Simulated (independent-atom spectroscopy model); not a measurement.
# Angle-resolved XPS of Si on GaAs

How does the ratio Si 2s / As 3p3/2 change with emission angle for this film?

The numbers are computed with independent-atom spectroscopy model (version 2): angle-resolved photoelectron peak ratio of a uniform film on a substrate: exponential attenuation with lengths from TPP-2M (nominal gaps) and the elastic albedo, Dirac-Hartree-Slater cross sections, magic-angle geometry.

## (1) Film and substrate

6.6 nm of Si (2.28 g/cm³) on GaAs (5.32 g/cm³).

## (2) Calculation

Settings:

```json
{
  "film": "Si",
  "film_density": 2.28,
  "base": "GaAs",
  "base_density": 5.32,
  "photon_energy": 1253.6,
  "film_peak": "Si 2s",
  "base_peak": "As 3p3/2",
  "thickness": 6.6,
  "emission_angle": [0, 10, 20, 30, 40, 45, 50, 55]
}
```

Units: film_density in g/cm³, base_density in g/cm³, photon_energy in eV, thickness in nm, emission_angle in degrees.

**Question.** What will these runs give? Wanted: ratio at normal emission; ratio at 55°.

**Answer**, as computed:

| quantity | value |
| --- | --- |
| ratio at normal emission | 14.3 |
| ratio at 55° | 121 |
| attenuation length of the substrate peak in the film | 2.36 nm |
| thickness over that length | 2.79 |

In words: At 0° the substrate keeps 6.1 % of its signal through 2.8 attenuation lengths of film. At 55° the ratio is 8.4 times as large, since the way out grows as 1/cos θ. Islands, roughness and grazing exit, where elastic scattering matters more, are outside the model.
